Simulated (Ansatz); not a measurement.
# CuSn3 in Ansatz: the effect of functional

Crystal: CuSn3.

```
Sn Cu
1.0
    -2.28383    2.28383    4.96623
     2.28383   -2.28383    4.96623
     2.28383    2.28383   -4.96623
Sn Cu
3 1
Direct
  0.50000 0.50000 0.00000
  0.25000 0.75000 0.50000
  0.75000 0.25000 0.50000
  0.00000 0.00000 0.00000
```

The cell comes from a database or a generator and needn't be the stable form of this composition.

The cell isn't the ideal one: volume scaled by 1.06.

Alike in all runs:

```yaml
Program: Ansatz 0.2.0
Task: single point
Potentials_or_basis: Ansatz PAW
k_mesh: 8 × 8 × 8
Occupations: fermi-dirac, width 0.05 eV
Spin: no spin polarisation
```

```tsv
functional	cutoff	pressure (GPa)
LDA	420 eV (not typed: the program's choice for these potentials)	-7.7
r2SCAN	500 eV (not typed: the program's choice for these potentials)	?
PBE	420 eV (not typed: the program's choice for these potentials)	-3.5
```

Q: What does the run with functional r2SCAN give?

A: Pressure -5.0 GPa.

Caveats: the PAW data sets come from PBE, with cores solved anew for the run's functional, which leaves a small shift of forces and pressure (some runs).
